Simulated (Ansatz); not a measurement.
# CH5BrInN: one species, many methods

Aim: compute CH5BrInN with functionals from several rungs and with coupled cluster, and see how far each lands from CCSD(T) at the basis-set limit for the atomisation energy.

The runs use Ansatz 0.2.0, Gaussian basis; functionals in def2-TZVPP, the program's frozen cores in correlated methods.

Plan: LDA (SPW92), PBE-D4, revPBE-D4, BLYP-D4, r2SCAN-D4, B97M-V, PBE0-D4, B3LYP-D4, r2SCANh-D4, r2SCAN0-D4, HSE06-D4, BHLYP-D4, CAM-B3LYP-D4, LC-ωPBE, ωB97X-V, ωB97M-V, B2PLYP, PBE-QIDH; CCSD(T)/def2-SVP; CCSD(T)/def2-TZVPP; MP2/def2-QZVPP; extrapolation to the limit; RPA on PBE.

## 1. Structure used throughout

An earlier PBE0-D4 in a triple-zeta def2 set relaxation fixed the geometry. In takes the def2 core potential; no spin-orbit term is included.

SMILES `[CH3][In]([NH2])[Br]`, 9 atoms, charge 0, spin multiplicity 1.

Atoms are counted from 1 here; the program's logs count them from 0.

Bond lengths: C1–In2 2.128 Å, C1–H5 1.090 Å, C1–H6 1.090 Å, C1–H7 1.089 Å, In2–N3 2.004 Å, In2–Br4 2.493 Å, N3–H8 1.008 Å, N3–H9 1.009 Å. Angles: In2–C1–H5 108.8°, In2–C1–H6 108.9°, In2–C1–H7 111.0°, H5–C1–H6 108.7°, H5–C1–H7 109.7°, H6–C1–H7 109.7°, C1–In2–N3 132.2°, C1–In2–Br4 118.3°, N3–In2–Br4 109.2°, In2–N3–H8 120.7°, In2–N3–H9 117.7°, H8–N3–H9 110.5°.

## 2. LDA

This LDA is Slater exchange with PW92 correlation.

The input, in.yaml:

```yaml
crystal:
  periodic: [false, false, false]
  atoms:
    - {symbol: C, position_ang: [-0.033198, 1.492210, -0.911751]}
    - {symbol: In, position_ang: [-0.372928, -0.323481, 0.144671]}
    - {symbol: N, position_ang: [0.877696, -1.687940, 0.913565]}
    - {symbol: Br, position_ang: [-2.717884, -1.136661, 0.374933]}
    - {symbol: H, position_ang: [-0.484036, 1.411961, -1.900924]}
    - {symbol: H, position_ang: [-0.513250, 2.309786, -0.373736]}
    - {symbol: H, position_ang: [1.033037, 1.693271, -1.008400]}
    - {symbol: H, position_ang: [1.806912, -1.426964, 1.205101]}
    - {symbol: H, position_ang: [0.491951, -2.378580, 1.539441]}
basis:
  gaussian: {orbitals: def2-TZVPP}
hamiltonian: {xc: lda}
output: {orbitals: {seedname: orbitals}}
```

After this run come: PBE-D4 (GGA); revPBE-D4 (GGA); BLYP-D4 (GGA); r2SCAN-D4 (meta-GGA); B97M-V (meta-GGA); PBE0-D4 (hybrid); B3LYP-D4 (hybrid); r2SCANh-D4 (hybrid); r2SCAN0-D4 (hybrid); HSE06-D4 (hybrid); BHLYP-D4 (hybrid); CAM-B3LYP-D4 (range-separated); LC-ωPBE-D4 (range-separated); ωB97X-V (range-separated); ωB97M-V (range-separated); B2PLYP (double hybrid); PBE-QIDH (double hybrid); CCSD(T) in def2-SVP; CCSD(T) in def2-TZVPP; MP2 in def2-QZVPP; RPA on PBE orbitals.

**Question.** What will the summary of the whole plan be? Wanted: atomisation energy, CCSD(T)/CBS; farthest beyond LDA; mean size of error, GGA; mean size of error, meta-GGA; mean size of error, hybrid; mean size of error, range-separated; mean size of error, double hybrid; gap, smallest and largest; T1 diagnostic.

**Answer**, as computed:

| quantity | value |
| --- | --- |
| atomisation energy, CCSD(T)/CBS | 685.5 kcal/mol |
| functionals within 6.9 kcal/mol (1.0 %) | PBE-D4, r2SCAN-D4, HSE06-D4, CAM-B3LYP-D4, ωB97X-V, ωB97M-V |
| farthest beyond LDA | BHLYP-D4 (-26.5 kcal/mol) |
| mean size of error, GGA | 10.5 kcal/mol |
| mean size of error, meta-GGA | 6.9 kcal/mol |
| mean size of error, hybrid | 12.7 kcal/mol |
| mean size of error, range-separated | 5.0 kcal/mol |
| mean size of error, double hybrid | 12.9 kcal/mol |
| gap, smallest and largest | 4.06 eV (BLYP-D4), 11.09 eV (LC-ωPBE) |
| T1 diagnostic | 0.0117 |
| triples share of the correlation energy | 3.4 % |

**Reading.** LDA overbinds by 89.9 kcal/mol (13 %). PBE-D4 is off by +3.3 kcal/mol. Double hybrids carry the basis error of their MP2 part in triple zeta, and no dispersion term here, so their miss is partly the set-up's. The rungs range-separated, meta-GGA miss on average by less than the doubt on the reference (6.9 kcal/mol), so they tie. Misses under about 6.9 kcal/mol are within the doubt on the reference itself, which lacks core-valence correlation, spin-orbit coupling and higher excitations, and its outer-core shells are covered unevenly. All levels share the lack of spin-orbit coupling, which lowers the free heavy atoms and so the true binding. Hartree-Fock recovers 70 % of the binding; the rest is correlation. CCSD(T) in def2-SVP is off by -52.1 kcal/mol, worse than the median functional, from the basis alone. Orbital gaps span 4.1 to 11.1 eV; exact exchange widens them. Correlated methods include outer-core shells of Br, In, which these sets cover unevenly.
